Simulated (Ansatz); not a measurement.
**Zn3Se2S: one candidate of a structure search**

Where does this trial cell of Zn3Se2S go when cell and atoms are let free?

Computed with Ansatz 0.2.0 (DFT PBE, scalar-relativistic, plane waves, PAW, unless a step's input says otherwise).

## Step 1: Starting point

It takes space group P6_3mc (No. 186, hexagonal). The conventional cell has a = 3.984 Å, b = 3.984 Å, c = 19.555 Å, α = 90.00°, β = 90.00°, γ = 120.00°. Zn (site symmetry 3m) is surrounded by 4 Se at 2.46 to 2.48 Å. Zn (site symmetry 3m) is surrounded by 1 S at 2.36 Å and 3 Se at 2.46 Å. Zn (site symmetry 3m) has 3 S at 2.41 Å and 1 Se at 2.48 Å in its first shell of neighbours. Around Se (site symmetry 3m) lie 4 Zn at 2.46 to 2.48 Å. S (site symmetry 3m) has 4 Zn at 2.36 to 2.41 Å in its first shell of neighbours.

Coordinates:

```
CELL_PARAMETERS angstrom
3.98384 0.00000 0.00000
-1.99192 3.45011 0.00000
0.00000 0.00000 19.55538
ATOMIC_POSITIONS crystal
Zn 0.00000 0.00000 0.00012
Zn 0.00000 0.00000 0.50012
Zn 0.33333 0.66667 0.17159
Zn 0.66667 0.33333 0.67159
Zn 0.66667 0.33333 0.32862
Zn 0.33333 0.66667 0.82862
Se 0.00000 0.00000 0.12693
Se 0.00000 0.00000 0.62693
Se 0.66667 0.33333 0.45561
Se 0.33333 0.66667 0.95561
S 0.33333 0.66667 0.29213
S 0.66667 0.33333 0.79213
```

The start is the relaxed end of an invented cell (made as: elements ordered on the sites of the ZnS type, S/Se on S (P6_3mc, No. 186)), taken up again for a closer look.

## Step 2: Probe: one point on a coarse mesh

Contents of input.yaml:

```yaml
crystal:
  lattice:
    - [3.9838386, 0.0, 0.0]
    - [-1.9919193, 3.4501054, 0.0]
    - [0.0, 0.0, 19.5553813]
  atoms:
    - { symbol: Zn, position: [0.0, 0.0, 0.00012] }
    - { symbol: Zn, position: [0.0, 0.0, 0.50012] }
    - { symbol: Zn, position: [0.3333333, 0.6666667, 0.171586] }
    - { symbol: Zn, position: [0.6666667, 0.3333333, 0.671586] }
    - { symbol: Zn, position: [0.6666667, 0.3333333, 0.328619] }
    - { symbol: Zn, position: [0.3333333, 0.6666667, 0.828619] }
    - { symbol: Se, position: [0.0, 0.0, 0.126931] }
    - { symbol: Se, position: [0.0, 0.0, 0.626931] }
    - { symbol: Se, position: [0.6666667, 0.3333333, 0.455615] }
    - { symbol: Se, position: [0.3333333, 0.6666667, 0.955615] }
    - { symbol: S, position: [0.3333333, 0.6666667, 0.292128] }
    - { symbol: S, position: [0.6666667, 0.3333333, 0.792128] }
basis:
  ecutwfc: 420
kpoints:
  mp_grid: { grid: [6, 6, 1] }
hamiltonian:
  xc: pbe
scf:
  occupations: { method: gaussian, width: 0.1 }
  lower_state_search: "off"
output:
  forces: true
  stress: true
  eigenvalues: true
```

On the command line:

```sh
$ ansatz run input.yaml --threads 4 --pin off --max-ram 8192MiB --backend cpu --events-out ev --progress --plain --runs-dir out
```

Further runs follow: full relaxation.

Before running it: what results should come out? Wanted: conventional cell; volume; energy over the elements; gap on the mesh.

The runs gave:

| quantity | value |
| --- | --- |
| symmetry at the end (tolerance 0.02 Å) | space group P6_3mc (No. 186) |
| conventional cell | a = 3.984 Å, b = 3.984 Å, c = 19.555 Å, α = 90.00°, β = 90.00°, γ = 120.00° |
| volume | 22.40 Å³/atom |
| energy over the elements | -0.74 eV/atom |
| gap on the mesh | 1.26 eV |

**Reading.** The space group P6_3mc (No. 186) is kept, at nearly the size of the first guess. It lies below the elements, which doesn't yet make it stable: competing phases were not computed in this session. No finished test with a distortion of lower symmetry is shown, so the end may be a saddle point.
